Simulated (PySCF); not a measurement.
# MgTe with other numerical set-ups

The method stays; parts of the set-up, such as the basis or the Hamiltonian, are changed.

Computed with PySCF 2.14.0. Level: each script names its method and basis.

7 further runs of the same task are left out: 3 for a known fault of the program, 4 that didn't finish.

**1. The starting structure**

MgTe: 2 atoms, charge 0, spin multiplicity 1.

Bond lengths: Mg1–Te2 2.488 Å.

**2. Base script**

File input.py:

```python
from pyscf import gto, dft

mol = gto.M(
    atom='Mg 0 0 0; Te 0 0 2.488',
    basis='crenbl',
    ecp={'Mg': 'crenbl', 'Te': 'crenbl'},
    charge=0,
    spin=0,
    verbose=4,
)
mf = dft.RKS(mol, xc='lda,vwn')
mf = mf.newton()
mf.kernel()
mf.dip_moment()
print('orbital energies (hartree):', mf.mo_energy[..., max(0, mol.nelec[1]-3):mol.nelec[0]+3].round(4))
```

Started as:

```sh
$ OMP_NUM_THREADS=1 python input.py
```

Its log is not repeated here.

In short: E(SCF) = -159.192926 Eh, 5 macro-iterations, μ = 8.25 D.

The bond length is a typed value, not an optimised one.

**3. Def2-svpd**

Variant 1 changes basis set: crenbl → def2-svpd. The core potential changes with it: totals don't compare.

File input.py:

```python
from pyscf import gto, dft

mol = gto.M(
    atom='Mg 0 0 0; Te 0 0 2.488',
    basis='def2-svpd',
    ecp={'Te': 'def2-svpd'},
    charge=0,
    spin=0,
    verbose=4,
)
mf = dft.RKS(mol, xc='lda,vwn')
mf = mf.newton()
mf.kernel()
mf.dip_moment()
print('orbital energies (hartree):', mf.mo_energy[..., max(0, mol.nelec[1]-3):mol.nelec[0]+3].round(4))
```

Started as:

```sh
$ OMP_NUM_THREADS=1 python input.py
```

**4. Core potential off**

Variant 2 changes core potential: on → off. The core potential changes with it: totals don't compare.

Changes to input.py since step 2:

```diff
@@ -5,3 +5,2 @@
     basis='crenbl',
-    ecp={'Mg': 'crenbl', 'Te': 'crenbl'},
     charge=0,
```

**5. X2c-svpall (core potential off, X2C on)**

Variant 3 changes basis set: crenbl → x2c-svpall; core potential: on → off; spin-free X2C: off → on. The core potential changes with it: totals don't compare.

Changes to input.py since step 2:

```diff
@@ -4,4 +4,3 @@
     atom='Mg 0 0 0; Te 0 0 2.488',
-    basis='crenbl',
-    ecp={'Mg': 'crenbl', 'Te': 'crenbl'},
+    basis='x2c-svpall',
     charge=0,
@@ -11,2 +10,3 @@
 mf = dft.RKS(mol, xc='lda,vwn')
+mf = mf.sfx2c1e()
 mf = mf.newton()
```

**6. Integration grid 0**

Variant 4 changes integration grid: default → 0.

Changes to input.py since step 2:

```diff
@@ -11,2 +11,3 @@
 mf = dft.RKS(mol, xc='lda,vwn')
+mf.grids.level = 0
 mf = mf.newton()
```

**7. Density fitting weigend**

Variant 5 changes density fitting: none → weigend.

Changes to input.py since step 2:

```diff
@@ -11,2 +11,3 @@
 mf = dft.RKS(mol, xc='lda,vwn')
+mf = mf.density_fit(auxbasis='weigend')
 mf = mf.newton()
```

**8. Integration grid (50, 194)**

Variant 6 changes integration grid: default → (50, 194).

Changes to input.py since step 2:

```diff
@@ -11,2 +11,3 @@
 mf = dft.RKS(mol, xc='lda,vwn')
+mf.grids.atom_grid = (50, 194)
 mf = mf.newton()
```

What does the calculation give? Wanted: for each run, E(SCF); from base; gap; SCF dipole.

As calculated:

| run | E(SCF) (hartree) | from base (eV) | cycles | gap (eV) | SCF dipole (D) | functions |
| --- | --- | --- | --- | --- | --- | --- |
| base | -159.192926 | 0 | 5 macro | -0.11 | 8.25 | 50 |
| def2-svpd | -466.706572 | not comparable | 5 macro | 0.26 | 6.51 | 56 |
| core potential off (poor choice) | -1690.387337 | not comparable | 13 macro | 0.12 | 6.12 | 50 |
| x2c-svpall (core potential off, X2C on) | -6986.187112 | not comparable | 4 macro | 0.21 | 5.82 | 54 |
| integration grid 0 | -159.193359 | -0.0118 | 5 macro | -0.11 | 8.25 | 50 |
| density fitting weigend (poor choice) | -159.194571 | not comparable | 5 macro | -0.11 | 8.26 | 50 |
| integration grid (50, 194) | -159.192946 | -0.0005 | 5 macro | -0.11 | 8.25 | 50 |

The largest comparable shift of the SCF energy, -0.012 eV, comes with the run “integration grid 0”. Rows marked «poor choice» come from settings spoiled on purpose.
